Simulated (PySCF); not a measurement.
# CH₇FSeSi₂: core binding energies at several levels of theory

Aim: compute the core binding energies of CH₇FSeSi₂ (`C[Si@@H](F)[Se][SiH3]`) at several levels, and see how far they spread and what each costs.

Programs: PySCF 2.14.0, with density-fitted response routines of our own. Each step states its level of theory. These are calculated values for one molecule in the gas phase, unless marked as measured. Atoms are numbered from 0 throughout.

### Step 1. Starting geometry

12 atoms, charge 0, multiplicity 1; geometry from: PBE0-D3(BJ)/def2-SVP.

Bonds of the start (Å): C0–Si1 1.86, Si1–F2 1.64, Si1–Se3 2.28, Se3–Si4 2.29, C0–H5 1.10, C0–H6 1.10, C0–H7 1.10, Si1–H8 1.49, Si4–H9 1.49, Si4–H10 1.49, Si4–H11 1.49.

### Step 2. Core-electron binding energies: SCAN, X2C

What the job is given:

```
{"job": {"kind": "xps"}, "charge": 0, "multiplicity": 1}
C     -2.162019    -0.017407    -0.767617
Si    -0.869825    -0.145848     0.558482
F     -0.021209    -1.527610     0.339673
Se     0.625799     1.569350     0.424038
Si     2.484678     0.246209     0.197872
H     -1.692446    -0.094884    -1.759962
H     -2.909727    -0.819319    -0.663172
H     -2.680984     0.951861    -0.708580
H     -1.459399    -0.216145     1.922755
H      3.605391     1.227693     0.124919
H      2.441907    -0.556927    -1.055925
H      2.671827    -0.645506     1.376018
```

Level: delta-SCF UKS SCAN, pcX-2 on the ionised atom, pcseg-1 elsewhere, spin-free X2C.

The run is started by

```console
$ OMP_NUM_THREADS=1 python probes_run.py task.json out
```

This one command runs all jobs of the session in turn.

What it wrote:

```text
ground state, core basis on atom 0 (C), 157 functions
  cycle   1  E = -3145.74030975  |g| = 6.24e-01
  cycle   2  E = -3145.63149705  |g| = 9.99e-01
  cycle   3  E = -3145.82184240  |g| = 1.32e-01
  cycle   4  E = -3145.82491773  |g| = 4.30e-02
  cycle   5  E = -3145.82536675  |g| = 7.25e-03
  cycle   6  E = -3145.82538694  |g| = 2.87e-03
  cycle   7  E = -3145.82538982  |g| = 1.09e-03
  cycle   8  E = -3145.82538850  |g| = 2.56e-04
  E(ground) = -3145.89439767 Eh
hole in C 1s of atom 0
  cycle   1  E = -3134.57690327  |g| = 1.50e+00
  cycle   2  E = -3133.86823790  |g| = 1.79e+00
  cycle   3  E = -3135.07648775  |g| = 3.67e-01
  cycle   4  E = -3135.11525622  |g| = 2.20e-01
  cycle   5  E = -3135.14457590  |g| = 5.07e-02
  cycle   6  E = -3135.14576116  |g| = 1.21e-02
  cycle   7  E = -3135.14580699  |g| = 8.78e-03
  cycle   8  E = -3135.14583496  |g| = 3.02e-03
  cycle   9  E = -3135.14583946  |g| = 8.33e-04
  cycle  10  E = -3135.14583998  |g| = 3.07e-04
  E(ion) = -3135.21447502 Eh   <S^2> = 0.7670   hole on atom = 1.000   binding energy = 290.615 eV
ground state, core basis on atom 1 (Si), 168 functions
  cycle   1  E = -3145.92873104  |g| = 2.90e-01
  cycle   2  E = -3145.92870506  |g| = 5.27e-02
  cycle   3  E = -3145.92843003  |g| = 5.30e-02
  cycle   4  E = -3145.92908866  |g| = 1.19e-02
  cycle   5  E = -3145.92912974  |g| = 1.92e-03
  cycle   6  E = -3145.92912784  |g| = 3.84e-04
  E(ground) = -3145.95692258 Eh
hole in Si 1s of atom 1
  cycle   1  E = -3076.94606857  |g| = 4.35e+00
  cycle   2  E = -3075.69848597  |g| = 2.61e+00
  cycle   3  E = -3074.54207696  |g| = 1.66e+00
  cycle   4  E = -3077.32666440  |g| = 9.60e-01
  cycle   5  E = -3077.97585513  |g| = 2.46e-01
  cycle   6  E = -3077.98427515  |g| = 2.39e-01
  cycle   7  E = -3078.00686646  |g| = 7.05e-02
  cycle   8  E = -3078.00908509  |g| = 1.73e-02
  cycle   9  E = -3078.00926668  |g| = 6.30e-03
  cycle  10  E = -3078.00928678  |g| = 1.43e-03
  cycle  11  E = -3078.00928966  |g| = 6.50e-04
  cycle  12  E = -3078.00929122  |g| = 2.66e-04
  E(ion) = -3078.04570431 Eh   <S^2> = 0.7527   hole on atom = 1.000   binding energy = 1847.958 eV
hole in Si 2p of atom 1
  cycle   1  E = -3141.60865476  |g| = 1.24e+00
  cycle   2  E = -3140.85332982  |g| = 1.54e+00
  cycle   3  E = -3141.76880566  |g| = 4.80e-01
  cycle   4  E = -3141.92356660  |g| = 1.52e-01
  cycle   5  E = -3141.93680620  |g| = 5.25e-02
  cycle   6  E = -3141.93850731  |g| = 1.51e-02
  cycle   7  E = -3141.93863854  |g| = 4.47e-03
  cycle   8  E = -3141.93865374  |g| = 1.13e-03
  cycle   9  E = -3141.93865475  |g| = 4.43e-04
  E(ion) = -3141.97793515 Eh   <S^2> = 0.7515   hole on atom = 1.003   binding energy = 108.274 eV
  2p3/2 = 108.007 eV   2p1/2 = 108.635 eV
ground state, core basis on atom 2 (F), 157 functions
  cycle   1  E = -3145.87040121  |g| = 1.26e-01
  cycle   2  E = -3145.86945960  |g| = 9.81e-02
  cycle   3  E = -3145.87023494  |g| = 6.90e-02
  cycle   4  E = -3145.87088597  |g| = 6.97e-03
  cycle   5  E = -3145.87090589  |g| = 1.08e-03
  cycle   6  E = -3145.87090733  |g| = 2.06e-04
  E(ground) = -3145.94228324 Eh
hole in F 1s of atom 2
  cycle   1  E = -3119.52357030  |g| = 2.59e+00
  cycle   2  E = -3119.37690530  |g| = 2.16e+00
  cycle   3  E = -3120.33915472  |g| = 3.99e-01
  cycle   4  E = -3120.34200673  |g| = 3.40e-01
  cycle   5  E = -3120.42706824  |g| = 3.64e-02
  cycle   6  E = -3120.42775327  |g| = 1.94e-02
  cycle   7  E = -3120.42797199  |g| = 4.08e-03
  cycle   8  E = -3120.42798090  |g| = 1.13e-03
  cycle   9  E = -3120.42798179  |g| = 3.24e-04
  E(ion) = -3120.50519097 Eh   <S^2> = 0.7566   hole on atom = 1.000   binding energy = 692.179 eV
ground state, core basis on atom 4 (Si), 168 functions
  cycle   1  E = -3145.91661112  |g| = 3.05e-01
  cycle   2  E = -3145.91313639  |g| = 1.83e-01
  cycle   3  E = -3145.91352593  |g| = 1.73e-01
  cycle   4  E = -3145.91828170  |g| = 1.25e-02
  cycle   5  E = -3145.91830951  |g| = 3.71e-03
  cycle   6  E = -3145.91831228  |g| = 3.39e-04
  E(ground) = -3145.94606133 Eh
hole in Si 1s of atom 4
  cycle   1  E = -3076.96750656  |g| = 4.35e+00
  cycle   2  E = -3076.69657532  |g| = 2.27e+00
  cycle   3  E = -3077.28428840  |g| = 9.81e-01
  cycle   4  E = -3077.90627680  |g| = 4.30e-01
  cycle   5  E = -3078.02503197  |g| = 1.59e-01
  cycle   6  E = -3078.03323784  |g| = 8.97e-02
  cycle   7  E = -3078.03584250  |g| = 1.70e-02
  cycle   8  E = -3078.03600540  |g| = 4.94e-03
  cycle   9  E = -3078.03602050  |g| = 1.86e-03
  cycle  10  E = -3078.03602513  |g| = 5.53e-04
  cycle  11  E = -3078.03602498  |g| = 3.37e-04
  E(ion) = -3078.07180213 Eh   <S^2> = 0.7529   hole on atom = 1.000   binding energy = 1846.953 eV
hole in Si 2p of atom 4
  cycle   1  E = -3141.62657053  |g| = 1.23e+00
  cycle   2  E = -3141.22690893  |g| = 1.27e+00
  cycle   3  E = -3141.82231074  |g| = 4.21e-01
  cycle   4  E = -3141.94899116  |g| = 1.35e-01
  cycle   5  E = -3141.95826693  |g| = 7.49e-02
  cycle   6  E = -3141.96041703  |g| = 1.90e-02
  cycle   7  E = -3141.96054468  |g| = 4.81e-03
  cycle   8  E = -3141.96056044  |g| = 2.06e-03
  cycle   9  E = -3141.96056196  |g| = 6.37e-04
  cycle  10  E = -3141.96056363  |g| = 3.57e-04
  E(ion) = -3141.99982589 Eh   <S^2> = 0.7538   hole on atom = 1.002   binding energy = 107.383 eV
  2p3/2 = 107.134 eV   2p1/2 = 107.759 eV
```

Run time: 42 s. Hardware: 1 thread of Arm Neoverse V1, shared host; peak memory 0.55 GiB.

The holes in one table. −ε is the ground-state orbital energy:

| hole | stands for | environment | ΔSCF (eV; 2p as the shell's mean) | −ε (eV) | ⟨S²⟩ |
| --- | --- | --- | --- | --- | --- |
| C1s on C0 | C0 | methyl carbon bonded to Si | 290.62 | 273.7 | 0.767 |
| Si1s on Si1 | Si1 | silicon bonded to C, F, Se, H | 1847.96 | 1794.9 | 0.753 |
| Si2p on Si1 | Si1 | silicon bonded to C, F, Se, H | 108.22 | 97.6 | 0.752 |
| F1s on F2 | F2 | fluorine bonded to Si | 692.18 | 666.5 | 0.757 |
| Si1s on Si4 | Si4 | silicon bonded to Se, 3 H | 1846.95 | 1794.0 | 0.753 |
| Si2p on Si4 | Si4 | silicon bonded to Se, 3 H | 107.34 | 96.8 | 0.754 |

With the spin-orbit splitting: Si1 2p3/2 108.01, 2p1/2 108.64 eV; Si4 2p3/2 107.13, 2p1/2 107.76 eV. The table gives each 2p level as the mean over the whole 2p shell (two parts 2p3/2, one part 2p1/2), which differs a little from the single hole in the log.

### Step 3. Core-electron binding energies: B3LYP, X2C

The job, as its differences from that of step 2:

```diff
@@ -1,2 +1,2 @@
-{"job": {"kind": "xps"}, "charge": 0, "multiplicity": 1}
+{"job": {"kind": "xps", "xc": "B3LYP"}, "charge": 0, "multiplicity": 1}
 C     -2.162019    -0.017407    -0.767617
```

With the program's defaults for keys left out, this is: delta-SCF UKS B3LYP, pcX-2 on the ionised atom, pcseg-1 elsewhere, spin-free X2C.

What it wrote:

```text
ground state, core basis on atom 0 (C), 157 functions
  cycle   1  E = -3145.75940633  |g| = 6.03e-01
  cycle   2  E = -3145.68892370  |g| = 8.85e-01
  cycle   3  E = -3145.83646256  |g| = 9.78e-02
  cycle   4  E = -3145.83822364  |g| = 3.12e-02
  cycle   5  E = -3145.83846182  |g| = 3.93e-03
  cycle   6  E = -3145.83846555  |g| = 9.53e-04
  cycle   7  E = -3145.83846737  |g| = 2.75e-04
  E(ground) = -3145.84218430 Eh
hole in C 1s of atom 0
  cycle   1  E = -3134.59417774  |g| = 1.51e+00
  cycle   2  E = -3134.09902709  |g| = 1.70e+00
  cycle   3  E = -3135.11994189  |g| = 2.77e-01
  cycle   4  E = -3135.14662661  |g| = 1.29e-01
  cycle   5  E = -3135.15571670  |g| = 2.82e-02
  cycle   6  E = -3135.15602455  |g| = 9.62e-03
  cycle   7  E = -3135.15606646  |g| = 2.58e-03
  cycle   8  E = -3135.15607012  |g| = 9.39e-04
  cycle   9  E = -3135.15607074  |g| = 3.29e-04
  E(ion) = -3135.15986791 Eh   <S^2> = 0.7596   hole on atom = 1.000   binding energy = 290.681 eV
ground state, core basis on atom 1 (Si), 168 functions
  cycle   1  E = -3145.91403539  |g| = 1.68e-01
  cycle   2  E = -3145.91412406  |g| = 4.69e-02
  cycle   3  E = -3145.91421352  |g| = 3.03e-02
  cycle   4  E = -3145.91440667  |g| = 7.18e-03
  cycle   5  E = -3145.91442137  |g| = 1.30e-03
  cycle   6  E = -3145.91441861  |g| = 1.53e-04
  E(ground) = -3145.91825211 Eh
hole in Si 1s of atom 1
  cycle   1  E = -3076.97091377  |g| = 4.39e+00
  cycle   2  E = -3076.66202979  |g| = 2.32e+00
  cycle   3  E = -3077.35513439  |g| = 1.01e+00
  cycle   4  E = -3077.97106693  |g| = 3.70e-01
  cycle   5  E = -3078.04880956  |g| = 1.05e-01
  cycle   6  E = -3078.05214870  |g| = 5.12e-02
  cycle   7  E = -3078.05307308  |g| = 1.22e-02
  cycle   8  E = -3078.05315762  |g| = 3.05e-03
  cycle   9  E = -3078.05316390  |g| = 6.20e-04
  cycle  10  E = -3078.05316505  |g| = 1.68e-04
  E(ion) = -3078.05696045 Eh   <S^2> = 0.7518   hole on atom = 1.000   binding energy = 1846.600 eV
hole in Si 2p of atom 1
  cycle   1  E = -3141.60357830  |g| = 1.23e+00
  cycle   2  E = -3141.24502720  |g| = 1.30e+00
  cycle   3  E = -3141.84514669  |g| = 3.70e-01
  cycle   4  E = -3141.93201469  |g| = 9.85e-02
  cycle   5  E = -3141.93676745  |g| = 3.97e-02
  cycle   6  E = -3141.93743991  |g| = 1.07e-02
  cycle   7  E = -3141.93748559  |g| = 2.43e-03
  cycle   8  E = -3141.93749200  |g| = 8.27e-04
  cycle   9  E = -3141.93749096  |g| = 1.99e-04
  E(ion) = -3141.94130687 Eh   <S^2> = 0.7519   hole on atom = 1.002   binding energy = 108.218 eV
  2p3/2 = 107.948 eV   2p1/2 = 108.573 eV
ground state, core basis on atom 2 (F), 157 functions
  cycle   1  E = -3145.89011793  |g| = 8.67e-02
  cycle   2  E = -3145.88982046  |g| = 6.04e-02
  cycle   3  E = -3145.89018367  |g| = 3.94e-02
  cycle   4  E = -3145.89041002  |g| = 4.61e-03
  cycle   5  E = -3145.89041701  |g| = 6.43e-04
  cycle   6  E = -3145.89041546  |g| = 1.00e-04
  E(ground) = -3145.89370546 Eh
hole in F 1s of atom 2
  cycle   1  E = -3119.55486503  |g| = 2.60e+00
  cycle   2  E = -3119.54973897  |g| = 2.11e+00
  cycle   3  E = -3120.42643333  |g| = 2.97e-01
  cycle   4  E = -3120.43637105  |g| = 2.00e-01
  cycle   5  E = -3120.46536875  |g| = 1.59e-02
  cycle   6  E = -3120.46549781  |g| = 8.18e-03
  cycle   7  E = -3120.46553753  |g| = 1.26e-03
  cycle   8  E = -3120.46553615  |g| = 3.03e-04
  E(ion) = -3120.46860279 Eh   <S^2> = 0.7545   hole on atom = 1.000   binding energy = 691.852 eV
ground state, core basis on atom 4 (Si), 168 functions
  cycle   1  E = -3145.90355078  |g| = 1.77e-01
  cycle   2  E = -3145.90260813  |g| = 1.10e-01
  cycle   3  E = -3145.90349046  |g| = 7.66e-02
  cycle   4  E = -3145.90441407  |g| = 8.36e-03
  cycle   5  E = -3145.90442225  |g| = 1.74e-03
  cycle   6  E = -3145.90442287  |g| = 1.22e-04
  E(ground) = -3145.90815922 Eh
hole in Si 1s of atom 4
  cycle   1  E = -3076.99351540  |g| = 4.39e+00
  cycle   2  E = -3077.05265114  |g| = 2.13e+00
  cycle   3  E = -3077.61922545  |g| = 8.10e-01
  cycle   4  E = -3077.99158001  |g| = 3.55e-01
  cycle   5  E = -3078.07779542  |g| = 8.76e-02
  cycle   6  E = -3078.08042363  |g| = 5.00e-02
  cycle   7  E = -3078.08123994  |g| = 8.48e-03
  cycle   8  E = -3078.08127987  |g| = 1.74e-03
  cycle   9  E = -3078.08128115  |g| = 4.11e-04
  E(ion) = -3078.08498267 Eh   <S^2> = 0.7520   hole on atom = 1.000   binding energy = 1845.563 eV
hole in Si 2p of atom 4
  cycle   1  E = -3141.62248039  |g| = 1.22e+00
  cycle   2  E = -3141.43665179  |g| = 1.14e+00
  cycle   3  E = -3141.89068787  |g| = 3.04e-01
  cycle   4  E = -3141.95473388  |g| = 9.40e-02
  cycle   5  E = -3141.95987767  |g| = 4.11e-02
  cycle   6  E = -3141.96051356  |g| = 8.92e-03
  cycle   7  E = -3141.96054509  |g| = 1.55e-03
  cycle   8  E = -3141.96054633  |g| = 7.14e-04
  cycle   9  E = -3141.96054774  |g| = 2.02e-04
  E(ion) = -3141.96422795 Eh   <S^2> = 0.7535   hole on atom = 1.002   binding energy = 107.320 eV
  2p3/2 = 107.064 eV   2p1/2 = 107.685 eV
```

It took 71 s on 1 thread of Arm Neoverse V1, shared host; peak memory 0.7 GiB.

The holes in one table. −ε is the ground-state orbital energy:

| hole | stands for | environment | ΔSCF (eV; 2p as the shell's mean) | −ε (eV) | ⟨S²⟩ |
| --- | --- | --- | --- | --- | --- |
| C1s on C0 | C0 | methyl carbon bonded to Si | 290.68 | 277.1 | 0.760 |
| Si1s on Si1 | Si1 | silicon bonded to C, F, Se, H | 1846.60 | 1804.4 | 0.752 |
| Si2p on Si1 | Si1 | silicon bonded to C, F, Se, H | 108.16 | 100.1 | 0.752 |
| F1s on F2 | F2 | fluorine bonded to Si | 691.85 | 671.9 | 0.754 |
| Si1s on Si4 | Si4 | silicon bonded to Se, 3 H | 1845.56 | 1803.5 | 0.752 |
| Si2p on Si4 | Si4 | silicon bonded to Se, 3 H | 107.27 | 99.4 | 0.754 |

With the spin-orbit splitting: Si1 2p3/2 107.95, 2p1/2 108.57 eV; Si4 2p3/2 107.06, 2p1/2 107.69 eV. The table gives each 2p level as the mean over the whole 2p shell (two parts 2p3/2, one part 2p1/2), which differs a little from the single hole in the log.

### Step 4. Core holes by ΔSCF: PBE0, X2C

The job, as its differences from that of step 3:

```diff
@@ -1,2 +1,2 @@
-{"job": {"kind": "xps", "xc": "B3LYP"}, "charge": 0, "multiplicity": 1}
+{"job": {"kind": "xps", "xc": "PBE0"}, "charge": 0, "multiplicity": 1}
 C     -2.162019    -0.017407    -0.767617
```

Level: delta-SCF UKS PBE0, pcX-2 on the ionised atom, pcseg-1 elsewhere, spin-free X2C.

What it wrote:

```text
ground state, core basis on atom 0 (C), 157 functions
  cycle   1  E = -3145.00740416  |g| = 5.44e-01
  cycle   2  E = -3144.96727000  |g| = 7.44e-01
  cycle   3  E = -3145.07043076  |g| = 7.96e-02
  cycle   4  E = -3145.07160905  |g| = 2.53e-02
  cycle   5  E = -3145.07176795  |g| = 3.08e-03
  cycle   6  E = -3145.07177053  |g| = 7.13e-04
  cycle   7  E = -3145.07177229  |g| = 1.75e-04
  E(ground) = -3145.07471371 Eh
hole in C 1s of atom 0
  cycle   1  E = -3133.84699968  |g| = 1.51e+00
  cycle   2  E = -3133.50316404  |g| = 1.57e+00
  cycle   3  E = -3134.37805842  |g| = 2.58e-01
  cycle   4  E = -3134.40261150  |g| = 1.06e-01
  cycle   5  E = -3134.40834436  |g| = 2.45e-02
  cycle   6  E = -3134.40856456  |g| = 8.14e-03
  cycle   7  E = -3134.40859842  |g| = 2.36e-03
  cycle   8  E = -3134.40860020  |g| = 9.06e-04
  cycle   9  E = -3134.40860127  |g| = 3.19e-04
  E(ion) = -3134.41160559 Eh   <S^2> = 0.7626   hole on atom = 1.000   binding energy = 290.158 eV
ground state, core basis on atom 1 (Si), 168 functions
  cycle   1  E = -3145.14714486  |g| = 2.11e-01
  cycle   2  E = -3145.14723630  |g| = 3.73e-02
  cycle   3  E = -3145.14726148  |g| = 2.91e-02
  cycle   4  E = -3145.14744947  |g| = 4.40e-03
  cycle   5  E = -3145.14745523  |g| = 7.74e-04
  cycle   6  E = -3145.14745446  |g| = 1.15e-04
  E(ground) = -3145.15048128 Eh
hole in Si 1s of atom 1
  cycle   1  E = -3076.23375689  |g| = 4.39e+00
  cycle   2  E = -3076.21121534  |g| = 2.13e+00
  cycle   3  E = -3076.79036598  |g| = 8.97e-01
  cycle   4  E = -3077.26129472  |g| = 3.05e-01
  cycle   5  E = -3077.31259850  |g| = 8.38e-02
  cycle   6  E = -3077.31474358  |g| = 3.71e-02
  cycle   7  E = -3077.31526812  |g| = 7.87e-03
  cycle   8  E = -3077.31530311  |g| = 1.88e-03
  cycle   9  E = -3077.31530375  |g| = 4.37e-04
  E(ion) = -3077.31830316 Eh   <S^2> = 0.7519   hole on atom = 1.000   binding energy = 1845.808 eV
hole in Si 2p of atom 1
  cycle   1  E = -3140.84863870  |g| = 1.23e+00
  cycle   2  E = -3140.61704465  |g| = 1.18e+00
  cycle   3  E = -3141.10739585  |g| = 3.36e-01
  cycle   4  E = -3141.17780615  |g| = 8.10e-02
  cycle   5  E = -3141.18075684  |g| = 3.53e-02
  cycle   6  E = -3141.18125903  |g| = 8.58e-03
  cycle   7  E = -3141.18129223  |g| = 1.77e-03
  cycle   8  E = -3141.18129396  |g| = 6.67e-04
  cycle   9  E = -3141.18129383  |g| = 1.84e-04
  E(ion) = -3141.18430641 Eh   <S^2> = 0.7524   hole on atom = 1.002   binding energy = 107.925 eV
  2p3/2 = 107.656 eV   2p1/2 = 108.278 eV
ground state, core basis on atom 2 (F), 157 functions
  cycle   1  E = -3145.12385034  |g| = 1.11e-01
  cycle   2  E = -3145.12366958  |g| = 5.11e-02
  cycle   3  E = -3145.12372708  |g| = 4.87e-02
  cycle   4  E = -3145.12407716  |g| = 3.15e-03
  cycle   5  E = -3145.12408200  |g| = 4.78e-04
  E(ground) = -3145.12667355 Eh
hole in F 1s of atom 2
  cycle   1  E = -3118.80716029  |g| = 2.60e+00
  cycle   2  E = -3118.90842101  |g| = 2.00e+00
  cycle   3  E = -3119.69300247  |g| = 2.62e-01
  cycle   4  E = -3119.70402187  |g| = 1.58e-01
  cycle   5  E = -3119.72195773  |g| = 1.30e-02
  cycle   6  E = -3119.72205094  |g| = 5.72e-03
  cycle   7  E = -3119.72207038  |g| = 1.09e-03
  cycle   8  E = -3119.72207018  |g| = 2.81e-04
  E(ion) = -3119.72445218 Eh   <S^2> = 0.7551   hole on atom = 1.000   binding energy = 691.230 eV
ground state, core basis on atom 4 (Si), 168 functions
  cycle   1  E = -3145.13594649  |g| = 2.23e-01
  cycle   2  E = -3145.13480874  |g| = 1.20e-01
  cycle   3  E = -3145.13564648  |g| = 9.34e-02
  cycle   4  E = -3145.13704289  |g| = 6.12e-03
  cycle   5  E = -3145.13704810  |g| = 1.24e-03
  cycle   6  E = -3145.13704990  |g| = 9.06e-05
  E(ground) = -3145.13999370 Eh
hole in Si 1s of atom 4
  cycle   1  E = -3076.25631189  |g| = 4.38e+00
  cycle   2  E = -3076.49690362  |g| = 1.98e+00
  cycle   3  E = -3077.00220181  |g| = 7.05e-01
  cycle   4  E = -3077.28286024  |g| = 2.92e-01
  cycle   5  E = -3077.34162429  |g| = 6.59e-02
  cycle   6  E = -3077.34311844  |g| = 3.56e-02
  cycle   7  E = -3077.34353492  |g| = 5.55e-03
  cycle   8  E = -3077.34355447  |g| = 1.17e-03
  cycle   9  E = -3077.34355541  |g| = 3.29e-04
  E(ion) = -3077.34645017 Eh   <S^2> = 0.7521   hole on atom = 1.000   binding energy = 1844.756 eV
hole in Si 2p of atom 4
  cycle   1  E = -3140.86719389  |g| = 1.22e+00
  cycle   2  E = -3140.77459528  |g| = 1.04e+00
  cycle   3  E = -3141.15031869  |g| = 2.68e-01
  cycle   4  E = -3141.20013767  |g| = 7.80e-02
  cycle   5  E = -3141.20370343  |g| = 3.30e-02
  cycle   6  E = -3141.20410866  |g| = 6.78e-03
  cycle   7  E = -3141.20413042  |g| = 1.25e-03
  cycle   8  E = -3141.20413011  |g| = 6.43e-04
  cycle   9  E = -3141.20413281  |g| = 2.19e-04
  E(ion) = -3141.20700327 Eh   <S^2> = 0.7544   hole on atom = 1.002   binding energy = 107.022 eV
  2p3/2 = 106.768 eV   2p1/2 = 107.387 eV
```

Wall time 68 s (1 thread of Arm Neoverse V1, shared host); peak memory 0.7 GiB.

The holes in one table. −ε is the ground-state orbital energy:

| hole | stands for | environment | ΔSCF (eV; 2p as the shell's mean) | −ε (eV) | ⟨S²⟩ |
| --- | --- | --- | --- | --- | --- |
| C1s on C0 | C0 | methyl carbon bonded to Si | 290.16 | 278.5 | 0.763 |
| Si1s on Si1 | Si1 | silicon bonded to C, F, Se, H | 1845.81 | 1808.2 | 0.752 |
| Si2p on Si1 | Si1 | silicon bonded to C, F, Se, H | 107.86 | 100.9 | 0.752 |
| F1s on F2 | F2 | fluorine bonded to Si | 691.23 | 674.3 | 0.755 |
| Si1s on Si4 | Si4 | silicon bonded to Se, 3 H | 1844.76 | 1807.3 | 0.752 |
| Si2p on Si4 | Si4 | silicon bonded to Se, 3 H | 106.97 | 100.2 | 0.754 |

With the spin-orbit splitting: Si1 2p3/2 107.66, 2p1/2 108.28 eV; Si4 2p3/2 106.77, 2p1/2 107.39 eV. The table gives each 2p level as the mean over the whole 2p shell (two parts 2p3/2, one part 2p1/2), which differs a little from the single hole in the log.

[end of part 1 of 3]
